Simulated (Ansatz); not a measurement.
Task: a rigid torsion scan of ClGeH₅Si, SMILES [SiH3][GeH2][Cl], with Ansatz 0.2.0, Python API. Give the script and its output. Level of theory (for the species named): PBE0, def2-SVP basis, multiplicity 1.

```xyz
8

Si   -0.8013    0.7475   -0.2731
Ge    0.7269   -0.8405    0.1566
Cl    1.9626   -0.1850    1.7758
H    -1.6358    0.3629   -1.3968
H    -0.1685    2.0356   -0.6731
H    -1.6693    1.0319    0.9141
H     1.6231   -1.0708   -1.1026
H     0.0544   -2.1387    0.5433
```

The script, `clgeh5si.py`:
```python
# -*- coding: utf-8 -*-
from dataclasses import dataclass

import ansatz as az
from ase import Atoms


@dataclass(frozen=True)
class Settings:
    basis_set: str = "def2-SVP"
    xc: str = "pbe0"
    force_tol: float = 0.02
    level: str = "mp2"


settings = Settings()

atoms = Atoms(["Si", "Ge", "Cl", "H", "H", "H", "H", "H"], positions=[
    [-0.8013, 0.7475, -0.2731],
    [0.7269, -0.8405, 0.1566],
    [1.9626, -0.185, 1.7758],
    [-1.6358, 0.3629, -1.3968],
    [-0.1685, 2.0356, -0.6731],
    [-1.6693, 1.0319, 0.9141],
    [1.6231, -1.0708, -1.1026],
    [0.0544, -2.1387, 0.5433],
])

first = az.Crystal.molecule_from_ase(atoms).calculation()
first = first.basis(gaussian=settings.basis_set)
first = first.functional(settings.xc)
first = first.relax(force_tolerance=settings.force_tol, max_steps=80)
atoms.positions = first.run(threads=1).report["positions_ang"]

start = atoms.get_dihedral(3, 0, 1, 2)
energies = {}
for turn in range(0, 360, 30):
    turned = atoms.copy()
    turned.set_dihedral(3, 0, 1, 2, start + turn, indices=[1, 2, 6, 7])
    calc = az.Crystal.molecule_from_ase(turned).calculation()
    calc = calc.basis(gaussian=settings.basis_set).correlation(settings.level)
    energies[round((start + turn) % 360)] = calc.run(threads=1).report["free_energy_ev"]
floor = min(energies.values())
print("dihedral H3-Si0-Ge1-Cl2 (deg)   E - E(min) (kcal/mol)")
for angle, e in sorted(energies.items()):
    print(f"{angle:8d} {23.060548 * (e - floor):14.3f}  " + "#" * int(30 * (e - floor) / max(max(energies.values()) - floor, 1e-9)))
```

```console
$ python clgeh5si.py
dihedral H3-Si0-Ge1-Cl2 (deg)   E - E(min) (kcal/mol)
       0          1.276  ##############################
      30          0.650  ###############
      60          0.030
      90          0.625  ##############
     120          1.233  ############################
     150          0.608  ##############
     180          0.000
     210          0.610  ##############
     240          1.235  #############################
     270          0.625  ##############
     300          0.030
     330          0.651  ###############
```

Notes:
- The scan is rigid and the energies are electronic, in a modest basis. With rigid groups the curve can differ much from the relaxed path, the start wasn't checked as a minimum of this torsion, and equivalent turns needn't return to the same energy.
- The start is relaxed with a density functional and scanned with the wavefunction method, so it isn't exactly that method's minimum.
- Finished in 38 s on 1 thread of Intel(R) Xeon(R) Processor @ 2.30GHz, on a shared host, peak memory 0.33 GiB.
